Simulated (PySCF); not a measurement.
# CH6OSSi: the cost of one run

Computed with PySCF 2.14.0, with density-fitted response routines of our own, on a single molecule in the gas phase. Atoms count from 0, in the outputs and in this text.

## Step 1: The starting structure

10 atoms, charge 0, multiplicity 1; geometry from: GFN2-xTB. The atoms were then displaced at random by about 0.01 Å, so the start is not that level's minimum.

Bonds of the start (Å): C0–S1 1.80, S1–Si2 2.14, Si2–O3 1.67, C0–H4 1.08, C0–H5 1.08, C0–H6 1.11, Si2–H7 1.46, Si2–H8 1.43, O3–H9 0.93.

## Step 2: Geometry optimisation at PBE0-D3(BJ)/def2-SVP

What the job is given:

```
{"job": {"xc": "PBE0", "basis": "def2-SVP", "d3": "d3bj", "grid": 1, "shake": 0.01, "kind": "geom"}, "charge": 0, "multiplicity": 1}
C     -1.755490     0.412610    -0.059570
S     -0.149500     0.962400    -0.660170
Si     1.068210    -0.521450     0.276220
O      2.653500    -0.215260    -0.131890
H     -1.981630    -0.577980    -0.417720
H     -1.804240     0.487360     1.018110
H     -2.494240     1.124010    -0.480360
H      0.960980    -0.382960     1.722920
H      0.701800    -1.822470    -0.204620
H      2.851050     0.512810    -0.682630
```

Started as:

```bash
$ OMP_NUM_THREADS=1 python probes_run.py task.json out
```

The driver reads the jobs from task.json and runs them one after another.

**Question.** How long does this first job take on 1 thread of Arm Neoverse V2, shared host, and how much memory does it need?

About 32 s, with a peak of 0.39 GiB.
